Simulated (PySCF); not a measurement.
**Changing the system itself: SnCl⁺**

How does SnCl⁺ answer to another spin, charge, distance or environment?

Program: PySCF 2.14.0. Level of theory: each script names its method and basis. These are calculated values, not measurements.

3 further runs of the same task are left out: 3 that didn't finish.

## 1. Where the work starts

SnCl⁺: 2 atoms, charge 1, spin multiplicity 1.

Bond lengths: Sn1–Cl2 2.178 Å.

## 2. The base run

File input.py:

```python
from pyscf import gto, scf
from pyscf.hessian import thermo

mol = gto.M(
    atom='Sn 0 0 0; Cl 0 0 2.178',
    basis='3-21g',
    charge=1,
    spin=0,
    verbose=4,
)
mf = scf.RHF(mol)
mf.kernel()
hess = mf.Hessian().kernel()
print('wavenumber (cm^-1) =', thermo.harmonic_analysis(mol, hess)['freq_wavenumber'].round(1))
mf.dip_moment()
print('orbital energies (hartree):', mf.mo_energy[..., max(0, mol.nelec[1]-3):mol.nelec[0]+3].round(4))
```

Launch:

```bash
python input.py
```

Its log is not repeated here.

Base result: E(SCF) = -6453.358213 Eh, 8 cycles, wavenumbers 570 cm⁻¹.

No relativity is included for the heavy element. The bond length is a typed value, not an optimised one, so the wavenumber is not that of the minimum. The dipole of an ion depends on the origin.

## 3. Bond 0.5 Å

Variant 1 changes bond length: 2.178 Å → 0.5 Å.

File input.py:

```python
from pyscf import gto, scf
from pyscf.hessian import thermo

mol = gto.M(
    atom='Sn 0 0 0; Cl 0 0 0.5',
    basis='3-21g',
    charge=1,
    spin=0,
    verbose=4,
)
mf = scf.RHF(mol)
mf.kernel()
hess = mf.Hessian().kernel()
print('wavenumber (cm^-1) =', thermo.harmonic_analysis(mol, hess)['freq_wavenumber'].round(1))
mf.dip_moment()
print('orbital energies (hartree):', mf.mo_energy[..., max(0, mol.nelec[1]-3):mol.nelec[0]+3].round(4))
```

Launch:

```bash
python input.py
```

## 4. Charge +2 (doublet, UHF)

Variant 2 changes charge: 1 → 2; spin (2S): 0 → 1; SCF type: RHF → UHF.

File input.py:

```python
from pyscf import gto, scf
from pyscf.hessian import thermo

mol = gto.M(
    atom='Sn 0 0 0; Cl 0 0 2.178',
    basis='3-21g',
    charge=2,
    spin=1,
    verbose=4,
)
mf = scf.UHF(mol)
mf.kernel()
hess = mf.Hessian().kernel()
print('wavenumber (cm^-1) =', thermo.harmonic_analysis(mol, hess)['freq_wavenumber'].round(1))
mf.dip_moment()
print('orbital energies (hartree):', [e[max(0, n-3):n+3].round(4) for e, n in zip(mf.mo_energy, mol.nelec)])
```

## 5. Electric field 0.2 a.u.

Variant 3 changes electric field: none → 0.2 a.u.; step after the SCF: frequency → analyze.

File input.py:

```python
from pyscf import gto, scf

mol = gto.M(
    atom='Sn 0 0 0; Cl 0 0 2.178',
    basis='3-21g',
    charge=1,
    spin=0,
    verbose=4,
)
mf = scf.RHF(mol)
h = mf.get_hcore() + 0.2*mol.intor('int1e_r')[2]  # electric field along z, atomic units
mf.get_hcore = lambda *args: h
e_nuc = mol.energy_nuc() - 0.2*mol.atom_charges() @ mol.atom_coords()[:, 2]
mf.energy_nuc = lambda *args: e_nuc
mf.kernel()
mf.analyze()
print('orbital energies (hartree):', mf.mo_energy[..., max(0, mol.nelec[1]-3):mol.nelec[0]+3].round(4))
```

## 6. Electric field 0.005 a.u.

Variant 4 changes electric field: none → 0.005 a.u.; step after the SCF: frequency → analyze.

File input.py:

```python
from pyscf import gto, scf

mol = gto.M(
    atom='Sn 0 0 0; Cl 0 0 2.178',
    basis='3-21g',
    charge=1,
    spin=0,
    verbose=4,
)
mf = scf.RHF(mol)
h = mf.get_hcore() + 0.005*mol.intor('int1e_r')[2]  # electric field along z, atomic units
mf.get_hcore = lambda *args: h
e_nuc = mol.energy_nuc() - 0.005*mol.atom_charges() @ mol.atom_coords()[:, 2]
mf.energy_nuc = lambda *args: e_nuc
mf.kernel()
mf.analyze()
print('orbital energies (hartree):', mf.mo_energy[..., max(0, mol.nelec[1]-3):mol.nelec[0]+3].round(4))
```

Before running it: what results should come out? Wanted: for each run, E(SCF); from base; gap, α spin; after the SCF.

**Answer**, as computed:

| run | E(SCF) (hartree) | from base (eV) | cycles | gap, α spin (eV) | after the SCF |
| --- | --- | --- | --- | --- | --- |
| base | -6453.358213 | 0 | 8 | 10.74 | highest mode 570 cm⁻¹ |
| bond 0.5 Å (poor choice) | -6385.129532 | +1856.5970 | 10 | 6.25 | highest mode 26044 cm⁻¹ |
| charge +2 (doublet, UHF) | -6452.754108 | +16.4385 | 11 | 12.66 | highest mode 470 cm⁻¹ |
| electric field 0.2 a.u. (poor choice) | -6454.533117 | not comparable | 12 | 7.91 | n/a |
| electric field 0.005 a.u. | -6453.356193 | not comparable | 8 | 10.68 | n/a |

In words: At the SCF level, going to the doublet with one electron fewer costs 16.44 eV at fixed geometry, against 17.09 eV for the negative of the highest filled level. With bond 0.5 Å the frontier gap moves by over 1.5 eV, which can mean another electronic state rather than the bond length alone. Rows marked «poor choice» come from settings spoiled on purpose.
